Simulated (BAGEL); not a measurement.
# GaCNCl2 (SMILES N#[C][Ga]([Cl])[Cl]): HF/STO-3G (density fitting with cc-pvqz-jkfit)

What is the energy change on altering one bond length of GaCNCl2 at HF/STO-3G (density fitting with cc-pvqz-jkfit)? 

The calculation is run with BAGEL 1.2.2.

6 further runs of the same task are left out: 6 that didn't finish.

### 1 Starting point

GaCNCl2 has 5 atoms, charge 0, and is taken as a singlet. SMILES: `N#[C][Ga]([Cl])[Cl]`. The coordinates come from a PBE0-D4/def2-TZVP relaxation.

Bond lengths: N1–C2 1.152 Å, C2–Ga3 1.918 Å, Ga3–Cl4 2.106 Å, Ga3–Cl5 2.106 Å. Angles: N1–C2–Ga3 180.0°, C2–Ga3–Cl4 119.8°, C2–Ga3–Cl5 119.8°, Cl4–Ga3–Cl5 120.5°.

### 2 A single-point energy at HF/STO-3G (density fitting with cc-pvqz-jkfit)

Input file input.json:

```json
{ "bagel" : [

{
  "title" : "molecule",
  "basis" : "sto-3g",
  "df_basis" : "cc-pvqz-jkfit",
  "angstrom" : true,
  "geometry" : [
    { "atom" : "N", "xyz" : [    0.909600,   -1.318100,    1.914000 ] },
    { "atom" : "C", "xyz" : [    0.493500,   -0.715000,    1.025200 ] },
    { "atom" : "Ga", "xyz" : [   -0.199400,    0.288700,   -0.455700 ] },
    { "atom" : "Cl", "xyz" : [   -1.735500,   -0.526200,   -1.643200 ] },
    { "atom" : "Cl", "xyz" : [    0.581700,    2.197000,   -0.881800 ] }
  ]
},
{
  "title" : "hf"
},
{
  "title" : "print",
  "file" : "orbitals.molden",
  "orbitals" : true
}

]}
```

Started as:

```console
BAGEL_NUM_THREADS=1 BAGEL input.json > input.out
```

Log:

```text
* using 1 threads per process

  ===============================================================
  ===============================================================

  *** Geometry ***

  { "atom" : "N", "xyz" : [      1.718895,     -2.490848,      3.616936 ] },
  { "atom" : "C", "xyz" : [      0.932580,     -1.351154,      1.937347 ] },
  { "atom" : "Ga", "xyz" : [     -0.376811,      0.545564,     -0.861148 ] },
  { "atom" : "Cl", "xyz" : [     -3.279620,     -0.994374,     -3.105198 ] },
  { "atom" : "Cl", "xyz" : [      1.099254,      4.151728,     -1.666360 ] },

  Number of auxiliary basis functions:      726

  Since a DF basis is specified, we compute 2- and 3-index integrals:
    o Being stored without compression. Storage requirement is 0.012 GB

  Number of basis functions:       46
  Number of electrons      :       78

    * METHOD: MOLECULE                             0.54

  *** RHF ***

  === Nuclear Repulsion ===
   473.6927434132

      * DIIS with orbital gradients will be used.

  === RHF iteration (sto-3g) ===
      0      -2901.14420934          0.01716586           0.16
      1      -2901.21998934          0.01514455           0.18
      2      -2901.31862284          0.00135329           0.16
      3      -2901.32050140          0.00038431           0.15
      4      -2901.32076349          0.00010449           0.14
      5      -2901.32079064          0.00004893           0.14
      6      -2901.32079878          0.00001987           0.14
      7      -2901.32080004          0.00000685           0.15
      8      -2901.32080017          0.00000257           0.16
      9      -2901.32080018          0.00000168           0.16
     10      -2901.32080019          0.00000072           0.15
     11      -2901.32080019          0.00000023           0.14
     12      -2901.32080019          0.00000012           0.13
     13      -2901.32080019          0.00000006           0.13
     14      -2901.32080019          0.00000003           0.16
     15      -2901.32080019          0.00000002           0.15
     16      -2901.32080019          0.00000001           0.17
     17      -2901.32080019          0.00000001           0.16
    * SCF iteration converged.

    * Permanent dipole moment:
           (    0.109974,    -0.159662,     0.234891) a.u.

    * METHOD: HF                                   3.05

    * METHOD: PRINT                                0.01

  ===============================================================
```

It took 3.9 s on 1 thread of Intel Xeon Platinum 8488C (Sapphire Rapids), shared host; peak memory 0.12 GiB.

### 3 The distorted shape

Input file hf.json:

```json
{ "bagel": [

{
  "title": "molecule",
  "basis": "sto-3g",
  "df_basis": "cc-pvqz-jkfit",
  "angstrom": true,
  "geometry": [
    { "atom": "N", "xyz": [       1.117458,      -1.619193,       2.358245 ] },
    { "atom": "C", "xyz": [       0.701358,      -1.016093,       1.469445 ] },
    { "atom": "Ga", "xyz": [      -0.199400,       0.288700,      -0.455700 ] },
    { "atom": "Cl", "xyz": [      -1.735500,      -0.526200,      -1.643200 ] },
    { "atom": "Cl", "xyz": [       0.581700,       2.197000,      -0.881800 ] }
  ]
},

{
  "title": "hf"
},

{
  "title": "print",
  "file": "orbitals.molden",
  "orbitals": true
}

]}
```

Started as:

```console
BAGEL_NUM_THREADS=1 BAGEL hf.json > hf.out
```

Log:

```text
* using 1 threads per process

  ===============================================================
  ===============================================================

  *** Geometry ***

  { "atom" : "N", "xyz" : [      2.111690,     -3.059831,      4.456437 ] },
  { "atom" : "C", "xyz" : [      1.325375,     -1.920137,      2.776849 ] },
  { "atom" : "Ga", "xyz" : [     -0.376811,      0.545564,     -0.861148 ] },
  { "atom" : "Cl", "xyz" : [     -3.279620,     -0.994374,     -3.105198 ] },
  { "atom" : "Cl", "xyz" : [      1.099254,      4.151728,     -1.666360 ] },

  Number of auxiliary basis functions:      726

  Since a DF basis is specified, we compute 2- and 3-index integrals:
    o Being stored without compression. Storage requirement is 0.012 GB

  Number of basis functions:       46
  Number of electrons      :       78

    * METHOD: MOLECULE                             0.49

  *** RHF ***

  === Nuclear Repulsion ===
   449.0963210622

      * DIIS with orbital gradients will be used.

  === RHF iteration (sto-3g) ===
      0      -2901.04826945          0.01639287           0.11
      1      -2901.13247619          0.01460935           0.10
      2      -2901.22465355          0.00213232           0.10
      3      -2901.22815626          0.00062596           0.10
      4      -2901.22911311          0.00018001           0.10
      5      -2901.22922364          0.00006969           0.10
      6      -2901.22924068          0.00002784           0.10
      7      -2901.22924354          0.00000913           0.10
      8      -2901.22924383          0.00000460           0.10
      9      -2901.22924390          0.00000247           0.10
     10      -2901.22924393          0.00000090           0.10
     11      -2901.22924393          0.00000051           0.09
     12      -2901.22924393          0.00000018           0.10
     13      -2901.22924393          0.00000009           0.13
     14      -2901.22924393          0.00000004           0.14
     15      -2901.22924393          0.00000002           0.13
     16      -2901.22924393          0.00000001           0.13
    * SCF iteration converged.

    * Permanent dipole moment:
           (    0.366436,    -0.531173,     0.782945) a.u.

    * METHOD: HF                                   2.04

    * METHOD: PRINT                                0.01

  ===============================================================
```

It took 2.8 s on 1 thread of Intel Xeon Platinum 8488C (Sapphire Rapids), shared host; peak memory 0.12 GiB.

### 4 What came out

At HF/STO-3G (density fitting with cc-pvqz-jkfit):

| quantity | value |
| --- | --- |
| first shape: total energy | -2901.32080 Eh |
| first shape: dipole moment | 0.77 D |
| first shape: HOMO energy | -10.46 eV |
| first shape: LUMO energy | 2.63 eV |
| first shape: HOMO–LUMO gap | 13.09 eV |
| distorted shape: total energy | -2901.22924 Eh |
| distorted shape: dipole moment | 2.58 D |
| distorted shape: HOMO energy | -10.17 eV |
| distorted shape: LUMO energy | 2.55 eV |
| distorted shape: HOMO–LUMO gap | 12.72 eV |
| energy change with the C2–Ga3 bond stretched from 1.918 to 2.494 Å | 2.491 eV |

In words: With the C2–Ga3 bond stretched from 1.918 to 2.494 Å the energy rises by 2.49 eV (57 kcal/mol). The first shape isn't relaxed at this level, so the change isn't measured from a minimum. The minimal basis adds a large error of its own.
